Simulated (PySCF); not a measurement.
# InS at other levels of theory

What do other methods print for InS?

Method: each script names its method and basis; program: PySCF 2.14.0.

5 further runs of the same task are left out: 5 that didn't finish.

### 1 Where the work starts

InS: 2 atoms, charge 0, spin multiplicity 2.

Bond lengths: In1–S2 2.375 Å.

### 2 Base script

Input file input.py:

```python
from pyscf import gto, dft

mol = gto.M(
    atom='In 0 0 0; S 0 0 2.375',
    basis='lanl2dz',
    ecp={'In': 'lanl2dz', 'S': 'lanl2dz'},
    charge=0,
    spin=1,
    verbose=4,
)
mf = dft.UKS(mol, xc='wb97')
mf.kernel()
g = mf.nuc_grad_method()
g.grid_response = True
g.kernel()
mf.dip_moment()
print('orbital energies (hartree):', [e[max(0, n-3):n+3].round(4) for e, n in zip(mf.mo_energy, mol.nelec)])
```

The run is started by

```
$ python input.py
```

Its log is not repeated here.

It gives: E(SCF) = -11.959691 Eh, 11 cycles, ⟨S²⟩ = 0.768, μ = 5.15 D, gradient on the second atom 0.0038 Eh/bohr.

The bond length is a typed value, not an optimised one.

### 3 Geometry optimisation

Run 1 changes step after the SCF: gradient → optimize.

Input file input.py:

```python
from pyscf import gto, dft
from pyscf.geomopt.geometric_solver import optimize

mol = gto.M(
    atom='In 0 0 0; S 0 0 2.375',
    basis='lanl2dz',
    ecp={'In': 'lanl2dz', 'S': 'lanl2dz'},
    charge=0,
    spin=1,
    verbose=4,
)
mf = dft.UKS(mol, xc='wb97')
mf.kernel()
g = mf.nuc_grad_method()
g.grid_response = True
mol_eq = optimize(g.as_scanner(), maxsteps=30)
print('optimised geometry (angstrom)')
print(mol_eq.tostring('raw'))
print('orbital energies (hartree):', [e[max(0, n-3):n+3].round(4) for e, n in zip(mf.mo_energy, mol.nelec)])
```

The run is started by

```
$ python input.py
```

### 4 MP2 (UHF)

Run 2 changes step after the SCF: gradient → mp2; SCF type: UKS → UHF; functional: wb97 → none (Hartree–Fock).

input.py, as its differences from that of step 2:

```diff
@@ -1,2 +1,2 @@
-from pyscf import gto, dft
+from pyscf import gto, scf, mp
 
@@ -10,7 +10,5 @@
 )
-mf = dft.UKS(mol, xc='wb97')
+mf = scf.UHF(mol)
 mf.kernel()
-g = mf.nuc_grad_method()
-g.grid_response = True
-g.kernel()
+mp.MP2(mf).kernel()
 mf.dip_moment()
```

### 5 Wb97x

Run 3 changes functional: wb97 → wb97x.

input.py, as its differences from that of step 2:

```diff
@@ -10,3 +10,3 @@
 )
-mf = dft.UKS(mol, xc='wb97')
+mf = dft.UKS(mol, xc='wb97x')
 mf.kernel()
```

### 6 ROKS

Run 4 changes SCF type: UKS → ROKS.

Input file input.py:

```python
from pyscf import gto, dft

mol = gto.M(
    atom='In 0 0 0; S 0 0 2.375',
    basis='lanl2dz',
    ecp={'In': 'lanl2dz', 'S': 'lanl2dz'},
    charge=0,
    spin=1,
    verbose=4,
)
mf = dft.ROKS(mol, xc='wb97')
mf.kernel()
g = mf.nuc_grad_method()
g.grid_response = True
g.kernel()
mf.dip_moment()
print('orbital energies (hartree):', mf.mo_energy[..., max(0, mol.nelec[1]-3):mol.nelec[0]+3].round(4))
```

**Question.** What will these runs give? Wanted: for each run, E(SCF); from base; gap, α spin; SCF dipole; after the SCF.

The runs gave:

| run | E(SCF) (hartree) | from base (eV) | cycles | gap, α spin (eV) | SCF dipole (D) | after the SCF |
| --- | --- | --- | --- | --- | --- | --- |
| base | -11.959691 | 0 | 11 | 9.14 | 5.15 | n/a |
| geometry optimisation | -11.959691 | 0.0000 | 11 | 9.14 | n/a | bond 2.351 Å, -0.002 eV |
| MP2 (UHF) | -11.704224 | not comparable | 11 | 9.91 | 5.28 | MP2 correlation -1.497 eV |
| wb97x | -11.970504 | not comparable | 11 | 8.81 | 5.06 | n/a |
| ROKS | -11.956615 | +0.0837 | 10 | n/a | 5.08 | n/a |

SCF columns refer to the geometry typed in the script.

In words: A lower total energy from another functional means nothing by itself.
